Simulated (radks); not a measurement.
# Ionisation of K⁺: one atom, several choices of exchange strength α

An exercise on one series of results from a longer session: the logs are not shown, and one member is left open.

Program: radks (a radial shooting solver on a logarithmic mesh, Libxc functionals) version 1. Level of theory: Dirac Kohn-Sham, spin-unpolarised, spherical densities, finite nucleus; open shells fill j = l - 1/2 first. These are calculated values, not measurements, unless marked.

**The atom as given**

| Property | Result |
| --- | --- |
| element | potassium (Z = 19) |
| charge | +1 |
| electrons | 18 |
| configuration | [Ar] |
| ion | K²⁺, [Ne] 3s2 3p5 |
| choices | α = 0.556; α = 0.667; α = 0.692; α = 0.787; α = 0.843; α = 1.022 |

The first run:

The run's settings:

```text
Z 19
configuration [Ar]
relativity Dirac
functional xalpha 0.556
spin unpolarised
j_filling energy
nucleus finite rms 3.4349 fm
c 137.035999084
```

Steps of the session up to this table: α = 0.556: K⁺.

One of the session's tables, all rows but one given; the rest of the session is left out.

It belongs to the step «α = 0.556: K⁺». Sizes of the orbitals, from the radial functions (bohr):

```
level      <r>  outermost maximum (interpolated)  90 % within  nodes
1s1/2  0.08143                            0.0532        0.145      0
2s1/2   0.3912                             0.320        0.611      1
2p1/2   0.3522                             0.263        0.584      0
2p3/2   0.3547                             0.265        0.587      0
3s1/2    1.285                              1.08         1.95      2
3p1/2        ?                                 ?            ?      ?
3p3/2    1.468                              1.17         2.31      1
```

Q: Estimate the row for 3p1/2 from the others.

The run gave: <r>: 1.458; outermost maximum (interpolated): 1.16; 90 % within: 2.29; nodes: 1. In the column «<r>» it lies between 3s1/2 (1.285) and 3p3/2 (1.468).

Limits of these values: Spin polarisation and multiplet splitting are left out, so open shells lie too high by an amount that depends on their filling.
